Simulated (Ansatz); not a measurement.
This script makes relaxations under a series of pressures of ZrCu, space group Pm-3m with the Python package of Ansatz (0.2.0).

Script `zrcu.py`:
```python
"""Volume and enthalpy of ZrCu against pressure."""

import logging
import sys
import warnings

import ansatz
import numpy as np
import pandas as pd

logging.basicConfig(stream=sys.stdout, format="%(levelname)s:%(name)s:%(message)s")
logger = logging.getLogger("calc")
logger.setLevel(logging.INFO)

ECUT = 600
K_LENGTH = 29
SIGMA = 0.1

def edges_and_angles(cell):
    cell = np.asarray(cell)
    a, b, c = np.linalg.norm(cell, axis=1)
    cosines = cell[1] @ cell[2] / (b * c), cell[0] @ cell[2] / (a * c), cell[0] @ cell[1] / (a * b)
    return (a, b, c, *np.degrees(np.arccos(cosines)))

warnings.simplefilter("ignore", ansatz.DeckWarning)

structure = (
    ansatz.Lattice.cubic(3.25266)
    .space_group(221)
    .atom("Zr", [0.5, 0.5, 0.5])
    .atom("Cu", [0.0, 0.0, 0.0])
)

calculation = (
    structure.calculation()
    .functional(ansatz.Functional.R2SCAN)
    .basis(ECUT)  # cutoff of the orbital basis
    .kpoints(length=K_LENGTH)  # sampling of the Brillouin zone
    .occupations(ansatz.OccupationsMethod.COLD, width=SIGMA)
)

# H = F + PV, with 1 GPa A^3 = 1/160.21766 eV
rows = []
for pressure in [0, 10, 20, 30, 40]:
    done = calculation.relax(cell=True, pressure=pressure).run(threads=1, backend="cpu")
    cell = done.lattice.cell_ang
    n_atoms = len(done.lattice.sites)
    volume = abs(np.linalg.det(cell)) / n_atoms
    enthalpy = done.report["free_energy_ev"] / n_atoms + pressure * volume / 160.21766
    rows.append((pressure, volume, enthalpy, *edges_and_angles(cell)))
    logger.info(f"{pressure} GPa done: {volume:.4f} A^3/atom")

table = pd.DataFrame(rows, columns=["P_GPa", "V_A3_atom", "H_eV_atom", "a", "b", "c", "alpha", "beta", "gamma"])
print(table.round(4).to_string(index=False))
p, v = np.array([row[0] for row in rows], float), np.array([row[1] for row in rows])
print("mean bulk modulus between rows (GPa):", np.round(-np.diff(p) / np.diff(np.log(v)), 1))
```

From its runs, with one value withheld:

| P (GPa) | relaxed V (Å³/atom) |
| --- | --- |
| 0 | 17.206 |
| 10 | ? |
| 20 | 15.211 |
| 30 | 14.532 |
| 40 | 13.975 |

What volume does the cell relax to at 10 GPa?

Murnaghan's form V = V0 (1 + B' P / B0)^(-1/B') through the 4 rows shown gives V0 = 17.206 Å³, B0 = 128.6 GPa and B' = 3.64, and so 16.067 Å³ an atom at 10 GPa. The run gave 16.063 Å³, 0.03 % away.

Reading the output:
- No spin polarisation was allowed.
- At a fixed pressure a relaxation lowers the enthalpy F + PV, while F alone can rise.
- For a metal this k-point mesh is coarse: on a finer one energies can move by several to tens of meV an atom and pressures by half a GPa or more, differences at one mesh by less.
- The structure comes from a database of computed cells and needn't be a stable or known phase.
- Symmetry holds the cell in this phase, whether or not it is the stable one at each pressure.
- Hardware and time: 73 s on 1 thread of Intel(R) Xeon(R) Processor @ 2.30GHz, on a shared host, peak memory 0.7 GiB.
